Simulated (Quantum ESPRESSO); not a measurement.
The system is NbTe.

```
Te Nb
1.0
     3.70297    0.00000    0.00000
    -1.85149    3.20687    0.00000
     0.00000    0.00000    3.69421
Te Nb
1 1
Direct
  0.66667 0.33333 0.00000
  0.00000 0.00000 0.50000
```

The cell comes from a database or a generator and needn't be the stable form of this composition.

Base run:

* Program: Quantum ESPRESSO 7.5
* Functional: PBEsol
* Potentials or basis: GBRV 1.5 PBEsol
* Cutoff: 612 eV
* Density cutoff: 4898 eV
* k mesh: 8 × 8 × 7
* Occupations: fermi-dirac, width 0.05 eV
* Spin: no spin polarisation
* Hubbard terms: Nb d U = 2 eV

Its results: band gap on the k mesh none (metal or under the smearing width); pressure -7.0 GPa.

The run is repeated on the same cell with these changes: potentials or basis from GBRV 1.5 PBEsol to PseudoDojo 0.4.1 SR PBE standard; cutoff from 612 eV to 1116 eV; density cutoff from 4898 eV to 4463 eV; hubbard terms from Nb d U = 2 eV to none; hubbard projectors from atomic to none; valence electrons from 19 to 29. What comes out?

Band gap on the k mesh none (metal or under the smearing width); pressure -4.8 GPa.

Caveats: U without spin polarisation on a metal has little footing (some runs); the U is typed as a test and isn't derived for this compound (some runs); the potentials were made for another functional, which shifts forces and pressure (some runs).

Not every run made on this cell is shown here.
